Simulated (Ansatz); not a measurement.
# CH9AsSi: the cost of one run

Program: Ansatz 0.2.0, Gaussian basis. Level of theory: PBE0-D4/def2-SVP. These are calculated values, not measurements.

23 further runs of the same task are left out: 1 that didn't finish, 22 set aside as unsound or not needed. Runs told in other sessions of the task aren't counted.

### Step 1. Where the work starts

The first end: 12 atoms, charge 0, spin multiplicity 1.

Atoms are counted from 1 here; the program's logs count them from 0.

Bond lengths: Si1–C2 1.870 Å, Si1–H3 1.488 Å, Si1–H4 1.488 Å, Si1–H5 1.489 Å, C2–H8 1.092 Å, C2–H9 1.092 Å, C2–H10 1.092 Å, H6–As7 1.522 Å, As7–H11 1.522 Å, As7–H12 1.522 Å. Angles: C2–Si1–H3 110.8°, C2–Si1–H4 110.9°, C2–Si1–H5 110.6°, H3–Si1–H4 108.1°, H3–Si1–H5 108.1°, H4–Si1–H5 108.1°, Si1–C2–H8 110.8°, Si1–C2–H9 110.7°, Si1–C2–H10 110.7°, H8–C2–H9 108.2°, H8–C2–H10 108.1°, H9–C2–H10 108.2°, H6–As7–H11 92.0°, H6–As7–H12 92.1°, H11–As7–H12 92.1°.

Coordinates:

```mol
CH9AsSi
  3D, bonds by distance, orders not assigned

 12 10  0  0  0  0  0  0  0  0999 V2000
   -1.4571    0.5664    0.1332 Si  0  0
    0.1680    1.4899    0.1839 C   0  0
   -1.6663   -0.0645   -1.1986 H   0  0
   -1.4911   -0.5066    1.1639 H   0  0
   -2.5946    1.4915    0.3901 H   0  0
    0.3694   -1.9617   -1.0985 H   0  0
    1.5186   -2.6237   -0.3526 As  0  0
    0.3221    1.9491    1.1629 H   0  0
    1.0023    0.8125   -0.0105 H   0  0
    0.1872    2.2808   -0.5691 H   0  0
    1.1555   -1.9164    0.9447 H   0  0
    2.4861   -1.5173   -0.7492 H   0  0
  1  2  8  0
  1  3  8  0
  1  4  8  0
  1  5  8  0
  2  8  8  0
  2  9  8  0
  2 10  8  0
  6  7  8  0
  7 11  8  0
  7 12  8  0
M  END
```

The second end:

```
Si   -1.7371   -1.1547   -0.3170
C     1.2568    1.8930    0.4160
H    -2.4342   -1.2922   -1.6224
H    -2.5954   -1.7362    0.7479
H    -1.5176    0.2861   -0.0320
H     1.5647    0.8574    0.2740
As    0.2621   -2.4150   -0.4169
H     0.6002    1.9599    1.2831
H     2.1362    2.5166    0.5758
H     0.7226    2.2365   -0.4695
H     0.7986   -1.7765    0.8572
H     0.9434   -1.3750   -1.2960
```

### Step 2. The band at PBE0-D4/def2-SVP

neb/in.yaml

```yaml
crystal:
  periodic: [false, false, false]
  atoms:
    - {symbol: Si, position_ang: [-1.457098, 0.566395, 0.133196]}
    - {symbol: C, position_ang: [0.168041, 1.489886, 0.183893]}
    - {symbol: H, position_ang: [-1.666290, -0.064512, -1.198605]}
    - {symbol: H, position_ang: [-1.491068, -0.506567, 1.163896]}
    - {symbol: H, position_ang: [-2.594633, 1.491490, 0.390063]}
    - {symbol: H, position_ang: [0.369420, -1.961699, -1.098465]}
    - {symbol: As, position_ang: [1.518596, -2.623727, -0.352593]}
    - {symbol: H, position_ang: [0.322107, 1.949102, 1.162869]}
    - {symbol: H, position_ang: [1.002266, 0.812503, -0.010531]}
    - {symbol: H, position_ang: [0.187213, 2.280821, -0.569126]}
    - {symbol: H, position_ang: [1.155495, -1.916358, 0.944730]}
    - {symbol: H, position_ang: [2.486149, -1.517332, -0.749227]}
basis:
  gaussian: {orbitals: def2-SVP}
hamiltonian: {xc: pbe0, dispersion: d4}
neb:
  images: 5
  climbing: true
  max_iterations: 40
  initial_path: idpp
  final_atoms:
    - {symbol: Si, position_ang: [-1.737095, -1.154676, -0.316979]}
    - {symbol: C, position_ang: [1.256838, 1.893025, 0.415993]}
    - {symbol: H, position_ang: [-2.434199, -1.292187, -1.622404]}
    - {symbol: H, position_ang: [-2.595436, -1.736232, 0.747896]}
    - {symbol: H, position_ang: [-1.517585, 0.286068, -0.032033]}
    - {symbol: H, position_ang: [1.564695, 0.857405, 0.273960]}
    - {symbol: As, position_ang: [0.262067, -2.414974, -0.416881]}
    - {symbol: H, position_ang: [0.600217, 1.959895, 1.283118]}
    - {symbol: H, position_ang: [2.136174, 2.516633, 0.575790]}
    - {symbol: H, position_ang: [0.722564, 2.236522, -0.469479]}
    - {symbol: H, position_ang: [0.798603, -1.776503, 0.857157]}
    - {symbol: H, position_ang: [0.943355, -1.374975, -1.296039]}
```

Started as:

```
$ ansatz run in.yaml --threads 4 --pin off --events-out ev --progress --plain --max-ram 9574MiB
```

Q: Estimate wall time and peak memory on 4 threads of Intel Xeon at 2.50GHz, shared host.

About 12 min, with a peak of 0.51 GiB.
